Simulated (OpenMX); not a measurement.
The system is Hf2Pd2Se2Br2O3.

```xyz
11
Lattice="3.7261 0.0000 0.0000 -1.8631 3.2269 0.0000 0.0000 0.0000 17.0087" Properties=species:S:1:pos:R:3 pbc="T T T"
Hf    1.8631    1.0756   15.8835
Hf    0.0000    2.1513    1.1251
Pd    0.0000    0.0000    5.1533
Pd    0.0000    0.0000   11.8554
Se    0.0000    2.1513    3.8523
Se    1.8631    1.0756   13.1564
Br    1.8631    1.0756    6.7800
Br    0.0000    2.1513   10.2287
O     0.0000    2.1513   15.7652
O     1.8631    1.0756    1.2435
O     0.0000    0.0000    0.0000
```

The cell was built by a generator and needn't be a form met in nature.

Base run:

- Program: OpenMX 3.8.5
- Functional: PBE
- Potentials or basis: OpenMX 2013 PBE set, Hf7.0-s3p2d2f1, Pd7.0-s3p2d2, Se7.0-s3p2d2, Br7.0-s3p2d2, O6.0-s2p2d1, grid cutoff 400 Ry
- k mesh: 9 × 9 × 3
- Occupations: fermi-dirac, width 0.05 eV
- Spin: no spin polarisation

Its results: pressure 0.3 GPa; largest force 0.302 eV/Å.

Problem. The run is repeated on the same cell with these changes: potentials or basis from OpenMX 2013 PBE set, Hf7.0-s3p2d2f1, Pd7.0-s3p2d2, Se7.0-s3p2d2, Br7.0-s3p2d2, O6.0-s2p2d1, grid cutoff 400 Ry to OpenMX 2013 PBE set, Hf7.0-s3p2d2, Pd7.0-s3p2d1, Se7.0-s3p2d1, Br7.0-s3p2d1, O6.0-s2p2, grid cutoff 400 Ry. What comes out?

Solution. Pressure 1.3 GPa; largest force 0.439 eV/Å.

Caveats: this functional lacks dispersion, which binds the layers, so the pressure and a relaxed spacing across them are unreliable; the basis of atomic orbitals isn't converged, which shifts pressures, moduli and gaps.

Not every run made on this cell is shown here.
